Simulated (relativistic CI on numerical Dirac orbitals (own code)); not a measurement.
# Os⁵⁺ (5d3) in crystal fields: levels and magnetism

Aim: the levels, ground state and powder susceptibility of Os⁵⁺ in 6 parametric crystal fields.

Program: relativistic CI on numerical Dirac orbitals (own code) version 1. Level of theory: Dirac-Coulomb-Breit CI, KLI orbitals optimised for each configuration, model QED (radiative potential, 1s self-energy scaled to tabulated hydrogen-like ionisation energies), valence Slater integrals scaled by 0.7, one configuration in a parametric crystal field. These are calculated values, not measurements, unless marked.

## Step 1: Starting point

| Property | Result |
| --- | --- |
| ion | Os⁵⁺ (Os VI) |
| nuclear charge | 76 |
| electrons | 71 |
| open shell | 5d3 |
| Slater scale | 0.7 |
| field 1 (cm⁻¹) | D3d, 10Dq = 35300, Dsigma = -1200, Dtau = -50 |
| field 2 (cm⁻¹) | D3d, 10Dq = 35300, Dsigma = -980, Dtau = -50 |
| field 3 (cm⁻¹) | D3d, 10Dq = 35300, Dsigma = -760, Dtau = -50 |
| field 4 (cm⁻¹) | D3d, 10Dq = 35300, Dsigma = -550, Dtau = -50 |
| field 5 (cm⁻¹) | D3d, 10Dq = 35300, Dsigma = -330, Dtau = -50 |
| field 6 (cm⁻¹) | D3d, 10Dq = 35300, Dsigma = -110, Dtau = -50 |

The outer shells:

[Xe] 4f14 5d3
```
[Xe] core
4f [↑↓][↑↓][↑↓][↑↓][↑↓][↑↓][↑↓]
5d [↑ ][↑ ][↑ ][  ][  ]
```

## Step 2: Field 1: D3d, 10Dq = 35300, Dsigma = -1200, Dtau = -50

Settings of the run:

```ini
atom Os  Z=76  charge=5  electrons=71
nucleus A=192  rms_radius_fm=5.4126
hamiltonian dirac-coulomb  breit=on  qed=on  c_scale=1
orbitals kli  potential=per-configuration
slater_scale 0.7
correlation none
mixing on
configurations
  [Xe] 4f14 5d3
end
crystal_field D3d 10Dq=35300 Dsigma=-1200 Dtau=-50
```

## Step 3: Field 2: D3d, 10Dq = 35300, Dsigma = -980, Dtau = -50

Changes to the settings of step 2:

```diff
@@ -10,2 +10,2 @@
 end
-crystal_field D3d 10Dq=35300 Dsigma=-1200 Dtau=-50
+crystal_field D3d 10Dq=35300 Dsigma=-980 Dtau=-50
```

## Step 4: Field 3: D3d, 10Dq = 35300, Dsigma = -760, Dtau = -50

Changes to the settings of step 3:

```diff
@@ -10,2 +10,2 @@
 end
-crystal_field D3d 10Dq=35300 Dsigma=-980 Dtau=-50
+crystal_field D3d 10Dq=35300 Dsigma=-760 Dtau=-50
```

## Step 5: Field 4: D3d, 10Dq = 35300, Dsigma = -550, Dtau = -50

Changes to the settings of step 4:

```diff
@@ -10,2 +10,2 @@
 end
-crystal_field D3d 10Dq=35300 Dsigma=-760 Dtau=-50
+crystal_field D3d 10Dq=35300 Dsigma=-550 Dtau=-50
```

## Step 6: Field 5: D3d, 10Dq = 35300, Dsigma = -330, Dtau = -50

Changes to the settings of step 5:

```diff
@@ -10,2 +10,2 @@
 end
-crystal_field D3d 10Dq=35300 Dsigma=-550 Dtau=-50
+crystal_field D3d 10Dq=35300 Dsigma=-330 Dtau=-50
```

## Step 7: Field 6: D3d, 10Dq = 35300, Dsigma = -110, Dtau = -50

Changes to the settings of step 6:

```diff
@@ -10,2 +10,2 @@
 end
-crystal_field D3d 10Dq=35300 Dsigma=-330 Dtau=-50
+crystal_field D3d 10Dq=35300 Dsigma=-110 Dtau=-50
```

(Steps that only read results are left out.)

Before running it: what results should come out? Wanted: ground spin; ground doublet.

As calculated:

| field | ground state | degeneracy | S | J | first gap (cm⁻¹) | stabilisation (cm⁻¹) | χT at 2 K | χT at 300 K |
| --- | --- | --- | --- | --- | --- | --- | --- | --- |
| 1: D3d | G4 | 2 | 1.42 | 3.11 | 403 | -32318 | 0.568 | 0.934 |
| 2: D3d | G4 | 2 | 1.43 | 3.11 | 330 | -32229 | 0.582 | 0.975 |
| 3: D3d | G4 | 2 | 1.43 | 3.12 | 257 | -32151 | 0.594 | 1.014 |
| 4: D3d | G4 | 2 | 1.43 | 3.12 | 186 | -32086 | 0.606 | 1.046 |
| 5: D3d | G4 | 2 | 1.44 | 3.12 | 111 | -32029 | 0.621 | 1.072 |
| 6: D3d | G4 | 2 | 1.44 | 3.13 | 35 | -31981 | 0.655 | 1.086 |

χT is in cm³ K/mol; stabilisation counts from the free ion's lowest level; S and J come from the expectation values of their squares.

```
                           quantity                                                 value
ground spin (effective S from ⟨S²⟩)  1: 1.42, 2: 1.43, 3: 1.43, 4: 1.43, 5: 1.44, 6: 1.44
                        χT at 300 K                                0.93 to 1.09 cm³ K/mol
                     ground doublet                         field 3, g = 1.62, 2.85, 2.85
```

What this shows: S of the ground state lies between 1.42 and 1.44: spin-orbit coupling mixes spin states. The field is a set of parameters, without covalency or charge transfer.
